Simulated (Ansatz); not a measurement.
# H7N3OSi: a ladder of functionals and wavefunction methods

How much do the methods differ for H7N3OSi? The plan is to run it at one geometry with functionals of several rungs and with coupled cluster. The yardstick is the atomisation energy at the CCSD(T) limit.

The runs use Ansatz 0.2.0, Gaussian basis; functionals in def2-TZVPP, the program's frozen cores in correlated methods.

The runs, in order: LDA (SPW92), PBE-D4, revPBE-D4, BLYP-D4, r2SCAN-D4, B97M-V, PBE0-D4, B3LYP-D4, r2SCANh-D4, r2SCAN0-D4, HSE06-D4, BHLYP-D4, CAM-B3LYP-D4, LC-ωPBE, ωB97X-V, ωB97M-V, B2PLYP, PBE-QIDH; CCSD(T)/def2-SVP; CCSD(T)/def2-TZVPP; MP2/def2-QZVPP; extrapolation to the limit; RPA on PBE.

### Step 1. The geometry

All runs share one geometry, relaxed beforehand with PBE0-D4 in a triple-zeta def2 set.

12 atoms, charge 0, spin multiplicity 1.

Atoms are counted from 1 here; the program's logs count them from 0.

Bond lengths: N1–Si2 1.706 Å, N1–H6 1.006 Å, N1–H7 1.006 Å, Si2–N3 1.706 Å, Si2–N4 1.720 Å, Si2–O5 1.651 Å, N3–H8 1.005 Å, N3–H9 1.005 Å, N4–H10 1.007 Å, N4–H11 1.007 Å, O5–H12 0.958 Å. Angles: Si2–N1–H6 119.9°, Si2–N1–H7 121.1°, H6–N1–H7 112.1°, N1–Si2–N3 105.4°, N1–Si2–N4 102.9°, N1–Si2–O5 120.7°, N3–Si2–N4 123.3°, N3–Si2–O5 101.0°, N4–Si2–O5 105.1°, Si2–N3–H8 121.7°, Si2–N3–H9 120.3°, H8–N3–H9 112.4°, Si2–N4–H10 119.1°, Si2–N4–H11 119.3°, H10–N4–H11 110.6°, Si2–O5–H12 114.8°.

### Step 2. LDA

This LDA is Slater exchange with PW92 correlation.

in.yaml reads:

```yaml
crystal:
  periodic: [false, false, false]
  atoms:
    - {symbol: N, position_ang: [-0.804956, 1.399737, -0.228383]}
    - {symbol: Si, position_ang: [0.117968, 0.016612, 0.152765]}
    - {symbol: N, position_ang: [-0.895555, -0.951207, 1.125022]}
    - {symbol: N, position_ang: [0.710371, -0.483340, -1.382851]}
    - {symbol: O, position_ang: [1.455374, 0.134642, 1.113213]}
    - {symbol: H, position_ang: [-1.378012, 1.830607, 0.477305]}
    - {symbol: H, position_ang: [-0.487183, 2.063116, -0.914470]}
    - {symbol: H, position_ang: [-1.813965, -1.223763, 0.821803]}
    - {symbol: H, position_ang: [-0.498765, -1.602379, 1.780337]}
    - {symbol: H, position_ang: [0.076739, -0.514028, -2.165525]}
    - {symbol: H, position_ang: [1.371568, -1.241813, -1.432927]}
    - {symbol: H, position_ang: [2.223418, 0.516815, 0.687611]}
basis:
  gaussian: {orbitals: def2-TZVPP}
hamiltonian: {xc: lda}
output: {orbitals: {seedname: orbitals}}
```

On the command line:

```
$ ansatz run in.yaml --threads 4 --pin off --events-out ev --progress --plain --max-ram 10444MiB
```

After this run come: PBE-D4 (GGA); revPBE-D4 (GGA); BLYP-D4 (GGA); r2SCAN-D4 (meta-GGA); B97M-V (meta-GGA); PBE0-D4 (hybrid); B3LYP-D4 (hybrid); r2SCANh-D4 (hybrid); r2SCAN0-D4 (hybrid); HSE06-D4 (hybrid); BHLYP-D4 (hybrid); CAM-B3LYP-D4 (range-separated); LC-ωPBE (range-separated); ωB97X-V (range-separated); ωB97M-V (range-separated); B2PLYP (double hybrid); PBE-QIDH (double hybrid); CCSD(T) in def2-SVP; CCSD(T) in def2-TZVPP; MP2 in def2-QZVPP; RPA on PBE orbitals.

Q: Predict the results of all the runs planned. Wanted: atomisation energy, CCSD(T)/CBS; farthest beyond LDA; mean size of error, GGA; mean size of error, meta-GGA; mean size of error, hybrid; mean size of error, range-separated; mean size of error, double hybrid; gap, smallest and largest; T1 diagnostic.

As calculated:

| quantity | value |
| --- | --- |
| atomisation energy, CCSD(T)/CBS | 46.267 eV |
| functionals within 0.231 eV (0.5 %) | BLYP-D4, B3LYP-D4, ωB97X-V, ωB97M-V |
| farthest beyond LDA | BHLYP-D4 (-1.657 eV) |
| mean size of error, GGA | 0.447 eV |
| mean size of error, meta-GGA | 0.378 eV |
| mean size of error, hybrid | 0.812 eV |
| mean size of error, range-separated | 0.223 eV |
| mean size of error, double hybrid | 0.800 eV |
| gap, smallest and largest | 5.14 eV (BLYP-D4), 12.55 eV (LC-ωPBE) |
| T1 diagnostic | 0.0098 |
| triples share of the correlation energy | 3.5 % |

In words: The LDA atomisation energy is off by 6.654 eV (14 %): it overbinds. PBE-D4 is off by +0.548 eV. Double hybrids carry the basis error of their MP2 part in triple zeta, and no dispersion term here, so their miss is partly the set-up's. Taken by rung, range-separated functionals do best (0.223 eV on average) and hybrid ones worst beyond LDA (0.812 eV). The mean of the hybrids holds BHLYP, with half exact exchange. Misses under about 0.231 eV are within the doubt on the reference itself, which lacks core-valence correlation, relativity and higher excitations. Hartree-Fock recovers 67 % of the binding; the rest is correlation. CCSD(T) in def2-SVP is off by -4.563 eV, so the small basis spoils what the method gains. Orbital gaps span 5.1 to 12.6 eV; exact exchange widens them.
